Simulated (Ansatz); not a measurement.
# SmBAs2: the cost of one run

Program: Ansatz 0.2.0. Level of theory: DFT PBE, scalar-relativistic, plane waves, PAW; 4f electrons in the core of a trivalent norm-conserving potential. These are calculated values, not measurements.

### 1 The structure to begin with

The structure is hexagonal, space group P-6m2 (No. 187). Conventional cell: a = 3.985 Å, b = 3.985 Å, c = 5.946 Å, α = 90.00°, β = 90.00°, γ = 120.00°. Sm (site symmetry -6m2) has 6 As at 2.79 Å in its first shell of neighbours. B (site symmetry -6m2) is surrounded by 6 As at 2.69 Å. Around As (site symmetry 3m) lie 3 B at 2.69 Å and 3 Sm at 2.79 Å and 1 As at 2.80 Å.

As a file:

```cif
data_structure
_symmetry_space_group_name_H-M 'P-6m2'
_symmetry_Int_Tables_number 187
_cell_length_a 3.9852
_cell_length_b 3.9852
_cell_length_c 5.9463
_cell_angle_alpha 90.000
_cell_angle_beta 90.000
_cell_angle_gamma 120.000
_cell_volume 81.78
loop_
_atom_site_label
_atom_site_type_symbol
_atom_site_symmetry_multiplicity
_atom_site_Wyckoff_symbol
_atom_site_fract_x
_atom_site_fract_y
_atom_site_fract_z
_atom_site_occupancy
Sm1 Sm 1 a 0.00000 0.00000 0.00000 1
B1 B 1 d 0.33333 0.66667 0.50000 1
As1 As 2 i 0.66667 0.33333 0.73526 1
```

The cell is invented: species swapped into a database cell of Mn2SbAs (P-6m2, No. 187), with As on the Mn sites, Sm on the Sb sites and B on the As sites. The dimensions are guesses.

### 2 Probe: one point on a coarse mesh

Input file input.yaml:

```yaml
crystal:
  lattice:
    - [3.98516816, 0.0, 0.0]
    - [-1.99258408, 3.45125687, 0.0]
    - [0.0, 0.0, 5.9462634]
  atoms:
    - { symbol: Sm, position: [0.0, 0.0, 0.0] }
    - { symbol: B, position: [0.33333333, 0.66666667, 0.5] }
    - { symbol: As, position: [0.66666667, 0.33333333, 0.73526126] }
    - { symbol: As, position: [0.66666667, 0.33333333, 0.26473874] }
basis:
  ecutwfc: 690
kpoints:
  mp_grid: { grid: [6, 6, 4] }
hamiltonian:
  xc: pbe
  pseudopotentials:
    kind: paw
    azcp: { Sm: "pseudopotentials/pbe/nc/lanthanide_3plus/Sm.nc.azcp" }
scf:
  occupations: { method: gaussian, width: 0.1 }
  lower_state_search: "off"
output:
  forces: true
  stress: true
  eigenvalues: true
```

Launch:

```
ansatz run input.yaml --threads 1 --pin off --max-ram 2560MiB --backend cpu --events-out ev --progress --plain --runs-dir out
```

What time and memory should one allow on 1 thread of Arm Neoverse V1, shared host?

About 8.5 s, with a peak of 0.36 GiB.
